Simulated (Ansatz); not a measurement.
# Sn3PbSe4: the cost of one run

Program: Ansatz 0.2.0. Level of theory: DFT PBE, scalar-relativistic, plane waves, PAW. These are calculated values, not measurements.

### 1 Starting point

It takes space group Pm-3m (No. 221, cubic). The conventional cell has a = 6.104 Å, b = 6.104 Å, c = 6.104 Å, α = 90.00°, β = 90.00°, γ = 90.00°. Sn (site symmetry 4/mmm) is surrounded by 6 Se at 3.05 Å. Pb (site symmetry m-3m) has 6 Se at 3.05 Å as nearest neighbours. Se (site symmetry 4/mmm) is surrounded by 4 Sn at 3.05 Å and 2 Pb at 3.05 Å. Se (site symmetry m-3m) is surrounded by 6 Sn at 3.05 Å.

As a file:

```xyz
8
Lattice="6.1037 0.0000 0.0000 0.0000 6.1037 0.0000 0.0000 0.0000 6.1037" Properties=species:S:1:pos:R:3 pbc="T T T"
Sn    3.0518    0.0000    0.0000
Sn    0.0000    0.0000    3.0518
Sn    0.0000    3.0518    0.0000
Pb    3.0518    3.0518    3.0518
Se    0.0000    3.0518    3.0518
Se    3.0518    3.0518    0.0000
Se    0.0000    0.0000    0.0000
Se    3.0518    0.0000    3.0518
```

The cell was relaxed beforehand at this level, from a generated guess; it is a trial structure. At a tolerance of 0.05 Å it has space group Pm-3m (No. 221); it has 28.42 Å³/atom, an uncorrected energy of -0.46 eV/atom over the elements.

### 2 Static run: bands, density of states and charges

The input, input.yaml:

```yaml
crystal:
  lattice:
    - [6.1036531032, 0.0, 0.0]
    - [0.0, 6.1036531032, 0.0]
    - [0.0, 0.0, 6.1036531032]
  atoms:
    - { symbol: Sn, position: [0.5, 0.0, 0.0] }
    - { symbol: Sn, position: [0.0, 0.0, 0.5] }
    - { symbol: Sn, position: [0.0, 0.5, 0.0] }
    - { symbol: Pb, position: [0.5, 0.5, 0.5] }
    - { symbol: Se, position: [0.0, 0.5, 0.5] }
    - { symbol: Se, position: [0.5, 0.5, 0.0] }
    - { symbol: Se, position: [0.0, 0.0, 0.0] }
    - { symbol: Se, position: [0.5, 0.0, 0.5] }
basis:
  ecutwfc: 420
kpoints:
  mp_grid: { grid: [6, 6, 6] }
  band_path:
    path:
      - [[0.0, 0.0, 0.0], [0.0, 0.5, 0.0], [0.5, 0.5, 0.0], [0.0, 0.0, 0.0], [0.5, 0.5, 0.5], [0.0, 0.5, 0.0]]
      - [[0.5, 0.5, 0.5], [0.5, 0.5, 0.0]]
    npoints: 14
hamiltonian:
  xc: pbe
scf:
  occupations: { method: gaussian, width: 0.1 }
  n_extra_bands: 20
output:
  forces: true
  stress: true
  eigenvalues: true
  populations: true
  dos: { projected: true, de: 0.02, nscf_kmesh: { grid: [8, 8, 8] } }
  bader: true
  write_density: true
  write_potential: true
  elf: true
  volumetric_format: npy
```

Run with:

```console
$ ansatz run input.yaml --threads 1 --pin off --max-ram 2560MiB --backend cpu --events-out ev --progress --plain --runs-dir out
```

**Question.** How long does this run take on 1 thread of Intel Xeon at 2.50GHz (Skylake/Cascade Lake), shared host, and how much memory does it need?

About 3.8 min, with a peak of 1.1 GiB.
